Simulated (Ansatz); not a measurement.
# triplet CH5GaO2 at 3 levels

We compute a comparison of 3 runs (U-revPBE/cc-pVDZ, UBHLYP/cc-pVDZ, RPA@PBE0/cc-pVDZ) of triplet CH5GaO2. 

Program for the calculation: Ansatz 0.2.0.

80 further runs of the same task are left out: 3 that didn't finish, 77 set aside as unsound or not needed. Runs told in other sessions of the task aren't counted.

### 1 The structure to begin with

CH5GaO2 has 9 atoms, charge 0, and is taken as a triplet. As SMILES of the parent species, `[CH3][Ga]([OH])[OH]`. Geometry: relaxed at PBE0-D4/def2-TZVP. This is one conformer, not always the lowest. That shape belongs to the parent species and isn't relaxed for this state.

Bond lengths: C1–Ga2 1.941 Å, Ga2–O3 1.791 Å, Ga2–O4 1.791 Å, C1–H5 1.090 Å, C1–H6 1.091 Å, C1–H7 1.091 Å, O3–H8 0.959 Å, O4–H9 0.959 Å. Some angles: C1–Ga2–O3 121.3°, C1–Ga2–O4 121.2°, O3–Ga2–O4 117.5°, Ga2–C1–H5 110.5°, Ga2–C1–H6 109.9°, Ga2–C1–H7 110.2°, Ga2–O3–H8 115.4°, Ga2–O4–H9 115.3°, H5–C1–H6 108.9°, H5–C1–H7 109.4°.

### 2 The energy at U-revPBE/cc-pVDZ (run 1)

Input file in.yaml:

```yaml
crystal:
  periodic: [false, false, false]
  atoms:
    - {symbol: C, position_ang: [0.139500, 0.740600, -1.385600]}
    - {symbol: Ga, position_ang: [-0.022300, -0.180400, 0.314900]}
    - {symbol: O, position_ang: [0.237900, -1.947500, 0.443200]}
    - {symbol: O, position_ang: [-0.435700, 0.706800, 1.814800]}
    - {symbol: H, position_ang: [0.259800, 0.024500, -2.197900]}
    - {symbol: H, position_ang: [1.005300, 1.404900, -1.368100]}
    - {symbol: H, position_ang: [-0.746600, 1.349900, -1.568800]}
    - {symbol: H, position_ang: [0.141200, -2.314500, 1.323600]}
    - {symbol: H, position_ang: [-0.490700, 0.169600, 2.607000]}
basis:
  gaussian:
    orbitals: cc-pVDZ
magnetization:
  spin_polarized: true
  initial_magnetization: 2
hamiltonian:
  xc: {name: revPBE}
accuracy: high
output:
  orbitals: {seedname: orbitals}
```

Started as:

```sh
$ ansatz run in.yaml --threads 1 --pin off --max-ram 3480MiB --events-out events.jsonl --progress --plain --runs-dir runs
```

Output:

```text
Warning: RAYON_NUM_THREADS=1 ignored (pool sized by the plan → 1); use --threads N
Functional definition: revPBE
  name "revPBE"
  parameter kappa = 1.245
  parameter beta = 0.06672455060314922
  exchange = pbe_x(kappa = kappa, mu = beta*pi^2/3)
  correlation = pbe_c(beta = beta)
2140 factors; integrals over basis functions are off by at most 4.7e-9 eV
mean field evaluation 1: about -57566.9631 eV, gradient 5.5e1 eV
mean field evaluation 2: about -57541.5225 eV, gradient 8.1e1 eV
mean field evaluation 4: about -57571.8693 eV, gradient 3.6e1 eV
mean field evaluation 8: about -57576.0900 eV, gradient 2.2e1 eV
mean field evaluation 16: about -57580.1776 eV, gradient 1.5e-1 eV
mean field evaluation 32: about -57579.7099 eV, gradient 2.9e0 eV
mean field evaluation 64: about -57580.1843 eV, gradient 1.0e-3 eV
mean field evaluation 96: about -57579.9639 eV, gradient 1.1e-6 eV
mean field -57580.18490781 eV, -2116.0327661108 hartree, gradient 2.0e-8 eV, S^2 2.004023; 10 other end points of the search recorded, 0 dependent functions left out
reference -57580.18491297 eV, -2116.0327663007 hartree; 30, 28 occupied and 64, 66 virtual orbitals, 2140 factors
Total energy: -57580.18491297 eV, -2116.0327663007 hartree
```

Run time: 69 s. Hardware: 1 thread of Arm Neoverse V2, shared host; peak memory 0.35 GiB.

### 3 The energy at UBHLYP/cc-pVDZ (run 2)

Input file in.yaml:

```yaml
crystal:
  periodic: [false, false, false]
  atoms:
    - symbol: C
      position_ang: [0.139500, 0.740600, -1.385600]
    - symbol: Ga
      position_ang: [-0.022300, -0.180400, 0.314900]
    - symbol: O
      position_ang: [0.237900, -1.947500, 0.443200]
    - symbol: O
      position_ang: [-0.435700, 0.706800, 1.814800]
    - symbol: H
      position_ang: [0.259800, 0.024500, -2.197900]
    - symbol: H
      position_ang: [1.005300, 1.404900, -1.368100]
    - symbol: H
      position_ang: [-0.746600, 1.349900, -1.568800]
    - symbol: H
      position_ang: [0.141200, -2.314500, 1.323600]
    - symbol: H
      position_ang: [-0.490700, 0.169600, 2.607000]
basis:
  gaussian:
    orbitals: cc-pVDZ
magnetization:
  spin_polarized: true
  initial_magnetization: 2
hamiltonian:
  xc: {name: BHLYP}
accuracy: high
output: {orbitals: {seedname: orbitals}}
```

Started as:

```sh
$ ansatz run in.yaml --threads 1 --pin off --max-ram 3480MiB --events-out events.jsonl --progress --plain --runs-dir runs
```

Output:

```text
Warning: RAYON_NUM_THREADS=1 ignored (pool sized by the plan → 1); use --threads N
Functional definition: BHLYP
  name "BHLYP"
  parameter a = 0.5
  exchange = (1 - a)*b88_x + a*exact_x
  correlation = lyp_c
2140 factors; integrals over basis functions are off by at most 4.7e-9 eV
mean field evaluation 1: about -57572.6132 eV, gradient 4.6e1 eV
mean field evaluation 2: about -57558.0684 eV, gradient 7.4e1 eV
mean field evaluation 4: about -57580.7065 eV, gradient 3.2e0 eV
mean field evaluation 8: about -57580.8389 eV, gradient 3.9e-1 eV
mean field evaluation 16: about -57580.8436 eV, gradient 1.3e-2 eV
mean field evaluation 32: about -57580.8437 eV, gradient 3.6e-3 eV
mean field evaluation 64: about -57581.2268 eV, gradient 1.0e0 eV
mean field evaluation 96: about -57580.8110 eV, gradient 1.8e0 eV
mean field -57581.55099076 eV, -2116.0829687332 hartree, gradient 2.7e-8 eV, S^2 2.006536; 12 other end points of the search recorded, 0 dependent functions left out
reference -57581.55101950 eV, -2116.0829697895 hartree; 30, 28 occupied and 64, 66 virtual orbitals, 2140 factors
Total energy: -57581.55101950 eV, -2116.0829697895 hartree
```

Wall time 1.8 min (1 thread of Arm Neoverse V2, shared host); peak memory 0.55 GiB.

### 4 A single-point energy at RPA@PBE0/cc-pVDZ (run 3)

Input file run.yaml:

```yaml
crystal:
  periodic: [false, false, false]
  atoms:
    - {symbol: C, position_ang: [0.139500, 0.740600, -1.385600]}
    - {symbol: Ga, position_ang: [-0.022300, -0.180400, 0.314900]}
    - {symbol: O, position_ang: [0.237900, -1.947500, 0.443200]}
    - {symbol: O, position_ang: [-0.435700, 0.706800, 1.814800]}
    - {symbol: H, position_ang: [0.259800, 0.024500, -2.197900]}
    - {symbol: H, position_ang: [1.005300, 1.404900, -1.368100]}
    - {symbol: H, position_ang: [-0.746600, 1.349900, -1.568800]}
    - {symbol: H, position_ang: [0.141200, -2.314500, 1.323600]}
    - {symbol: H, position_ang: [-0.490700, 0.169600, 2.607000]}
basis:
  gaussian:
    orbitals: cc-pVDZ
magnetization:
  spin_polarized: true
  initial_magnetization: 2
hamiltonian:
  xc: {name: PBE0}
correlation:
  method: rpa
  frozen_orbitals: {C: 1, Ga: 9, H: 0, O: 1}
accuracy: high
```

Started as:

```sh
$ ansatz run run.yaml --threads 1 --pin off --max-ram 3480MiB --events-out events.jsonl --progress --plain --runs-dir runs
```

Output, shortened:

```text
Warning: RAYON_NUM_THREADS=1 ignored (pool sized by the plan → 1); use --threads N
Functional definition: PBE0
  name "PBE0"
[...]
2140 factors; integrals over basis functions are off by at most 4.7e-9 eV
[...]
mean field -57572.67237186 eV, -2115.7566855070 hartree, gradient 6.6e-8 eV, S^2 2.018731; 9 other end points of the search recorded, 0 dependent functions left out
12 core orbitals not correlated: weight in the atoms' cores, before any rotation towards them, 1.000 or more for the frozen orbitals, at most 0.000 for the correlated occupied ones
reference -57511.01751145 eV, -2113.4909111781 hartree; 18, 16 occupied and 64, 66 virtual orbitals, 2140 factors
Total energy: -57536.12730343 eV, -2114.4136790131 hartree
```

Run time: 1.8 min. Hardware: 1 thread of Arm Neoverse V2, shared host; peak memory 0.7 GiB.

### 5 All runs side by side

```
run             level  frozen core orbitals   energy (Eh)  HOMO energy (eV)   ⟨S²⟩  wall time
  1  U-revPBE/cc-pVDZ                     –  -2116.032766             -1.55  2.004       69 s
  2    UBHLYP/cc-pVDZ                     –  -2116.082970             -3.14  2.007    1.8 min
  3  RPA@PBE0/cc-pVDZ                    12  -2114.413679                 –  2.019    1.8 min
```

### 6 What came out

```
                                quantity           value
                     run 3: total energy  -2114.41368 Eh
 run 3: RPA correlation energy (valence)      -922.8 mEh
run 3: ⟨S²⟩ of the reference determinant           2.019
```

**Reading.** Totals of different functionals can't be ranked against each other. All runs together took 4.8 min, the longest 1.8 min.
